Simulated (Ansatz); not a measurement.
# SnH₃ (doublet): wave-function methods side by side at distance Sn1–H4 = 1.715 Å, def2-SVP

How much of the correlation energy of SnH₃ (doublet) does each wave-function method recover here?

Program: Ansatz 0.2.0, Gaussian basis. Level of theory: def2-SVP, core rule «outside noble gas», up to 9 orbitals frozen. These are calculated values, not measurements.

The runs, in order: UHF; CCSD(T) on ROHF; CCSD(T) on UHF; BCCD(T) on ROHF; CISD; CCSDT(Q) on ROHF; CCSDT(Q) on UHF; CCSDTQ on ROHF; CCSDTQ on UHF; CASSCF and MRCISD+Q, 3 electrons in 3 orbitals; CASSCF and NEVPT2, 3 electrons in 3 orbitals; CASSCF and MRCISD+Q, 7 electrons in 7 orbitals; CASSCF and NEVPT4(SD), 7 electrons in 7 orbitals; CASSCF and NEVPT2, 7 electrons in 7 orbitals; Full CI.

### Step 1. What is computed

The geometry derives from a PBE0/def2-TZVP stationary point (not a proven minimum). One bond is set to the value named and the two fragments are kept rigid. No spin-orbit coupling is included. Elements past krypton take def2 core potentials.

4 atoms, charge 0, spin multiplicity 2.

Atoms are counted from 1 here; the program's logs count them from 0.

Bond lengths: Sn1–H2 1.715 Å, Sn1–H3 1.715 Å, Sn1–H4 1.715 Å. Angles: H2–Sn1–H3 109.7°, H2–Sn1–H4 109.7°, H3–Sn1–H4 109.7°.

### Step 2. UHF

File in.yaml:

```yaml
crystal:
  periodic: [false, false, false]
  atoms:
    - {symbol: Sn, position_ang: [0.000046, 0.000005, -0.014048]}
    - {symbol: H, position_ang: [1.617032, 0.013522, 0.556831]}
    - {symbol: H, position_ang: [-0.823095, 1.394937, 0.549273]}
    - {symbol: H, position_ang: [-0.799363, -1.408992, 0.548448]}
basis:
  gaussian: {orbitals: def2-SVP}
magnetization: {spin_polarized: true, initial_magnetization: 1}
hamiltonian: {xc: hf}
output: {orbitals: {seedname: orbitals}}
```

Launch:

```console
$ ansatz run in.yaml --threads 1 --pin off --events-out ev --progress --plain --max-ram 4096MiB --backend cpu
```

The runs that follow: CCSD(T) on ROHF; CCSD(T) on UHF; BCCD(T) on ROHF; CISD; CCSDT(Q) on ROHF; CCSDT(Q) on UHF; CCSDTQ on ROHF; CCSDTQ on UHF; CASSCF and MRCISD+Q, 3 electrons in 3 orbitals; CASSCF and NEVPT2, 3 electrons in 3 orbitals; CASSCF and MRCISD+Q, 7 electrons in 7 orbitals; CASSCF and NEVPT4(SD), 7 electrons in 7 orbitals; CASSCF and NEVPT2, 7 electrons in 7 orbitals; Full CI.

Q: Predict the results of all the runs planned. Wanted: FCI from the RHF energy; RMP2 from FCI; UMP2 from FCI; RCCSD from FCI; RCCSD(T) from FCI; UCCSD(T) from FCI; RCCSDT(Q) from FCI; UCCSDT(Q) from FCI; NEVPT2 pair from FCI.

The runs gave:

| quantity | value |
| --- | --- |
| FCI from the ROHF energy | -2.9965 eV |
| RMP2 from FCI | +740.2 meV |
| UMP2 from FCI | +730.2 meV |
| RCCSD from FCI | +68.9 meV |
| RCCSD(T) from FCI | +16.9 meV |
| UCCSD(T) from FCI | +9.9 meV |
| RCCSDT(Q) from FCI | -0.3 meV |
| UCCSDT(Q) from FCI | -7.4 meV |
| NEVPT2 pair from FCI | +697.7 meV |
| MRCISD+Q pair from FCI | -18.0 meV |
| NEVPT2 valence from FCI | +513.2 meV |
| levels within 1 kcal/mol (43 meV) | RCCSD(T), UCCSD(T), BCCD(T), RCCSDT, UCCSDT, RCCSDT(Q), UCCSDT(Q), RCCSDTQ, UCCSDTQ, MRCISD+Q pair, MRCISD+Q valence |
| T1 diagnostic | 0.015 |
| effectively unpaired electrons | 1.04 |

In words: RCCSD(T) misses by +16.9 meV, 0.6 % of the correlation energy. UCCSDT, UCCSDT(Q), UCCSDTQ, MRCISD+Q pair, MRCISD+Q valence fall below full CI: unrestricted runs freeze a spin-polarised core, another one than full CI's, and coupled cluster isn't variational. One determinant dominates. Of the multireference levels listed MRCISD+Q valence comes nearest in total energy (-9.6 meV), which doesn't show that its space is the better one. These misses are within one basis, not against nature; the frozen cores of restricted and unrestricted runs differ, which can shift their rows.

Levels on UHF freeze UHF's core orbitals, full CI those of ROHF, so the U rows can settle a little off it for that reason alone.
